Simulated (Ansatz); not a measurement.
Predict the output of the script below (Ansatz 0.2.0, Python API).

The script, `ch4ges.py`:
```python
"""One bond of CH4GeS held at set lengths while the rest relaxes."""

import warnings

import ansatz as az
import numpy as np


def main() -> None:
    warnings.simplefilter("ignore", az.DeckWarning)

    geometry_ang = [
        ("S", (-0.3243, -1.9071, 1.1472)),
        ("C", (-0.5529, -1.0111, -0.0026)),
        ("Ge", (0.3019, 0.6962, -0.0834)),
        ("H", (-1.1077, -1.3129, -0.8276)),
        ("H", (-0.0229, 1.4012, -1.4152)),
        ("H", (-0.1281, 1.58, 1.126)),
        ("H", (1.8952, 0.4856, 0.0099)),
    ]
    molecule = az.Crystal.molecule()
    for symbol, xyz in geometry_ang:
        molecule = molecule.atom(symbol, xyz)

    job = molecule.calculation().basis(gaussian="def2-SVP").functional("b3lyp")
    symbols = [site.symbol for site in molecule.cartesian_sites]
    pairs = [(0, 1), (1, 2), (1, 3), (2, 4), (2, 5), (2, 6)]
    print("held (A)   E (eV)        ", "  ".join(f"{symbols[i]}{i}-{symbols[j]}{j}" for i, j in pairs))
    for length in [1.76, 1.91, 2.06, 2.29, 2.58]:
        summary = job.relax(constraints=[az.DistanceConstraint((1, 2), at=length)], force_tolerance=0.02, max_steps=60).run().report
        xyz = np.array(summary["positions_ang"])
        print(f"{length:6.2f} {summary['free_energy_ev']:14.5f}  ", "  ".join(f"{np.linalg.norm(xyz[i] - xyz[j]):.3f}" for i, j in pairs))


if __name__ == "__main__":
    main()
```

```console
$ python ch4ges.py
held (A)   E (eV)         S0-C1  C1-Ge2  C1-H3  Ge2-H4  Ge2-H5  Ge2-H6
  1.76   -68444.52719   1.631  1.760  1.106  1.550  1.550  1.537
  1.91   -68444.95656   1.625  1.910  1.105  1.545  1.541  1.541
  2.06   -68444.95884   1.618  2.060  1.104  1.544  1.539  1.540
  2.29   -68444.56045   1.607  2.290  1.103  1.544  1.540  1.539
  2.58   -68443.87292   1.593  2.580  1.101  1.544  1.541  1.541
```

What to keep in mind:
- The settings weren't tested for convergence.
- The energies are electronic: no zero-point or thermal terms, and the basis set is short of its limit.
- b3lyp holds the VWN-RPA fit, as in Gaussian; the form of ORCA and Turbomole is b3lyp5.
- The script silences the warnings on its input, which a real study should read.
- Wall time of the script: 2.1 min on 1 thread of Intel(R) Xeon(R) Platinum 8375C CPU @ 2.90GHz (Ice Lake) (shared host), peak memory 0.26 GiB.

(Lines on the test bed's own set-up are left out of the output.)
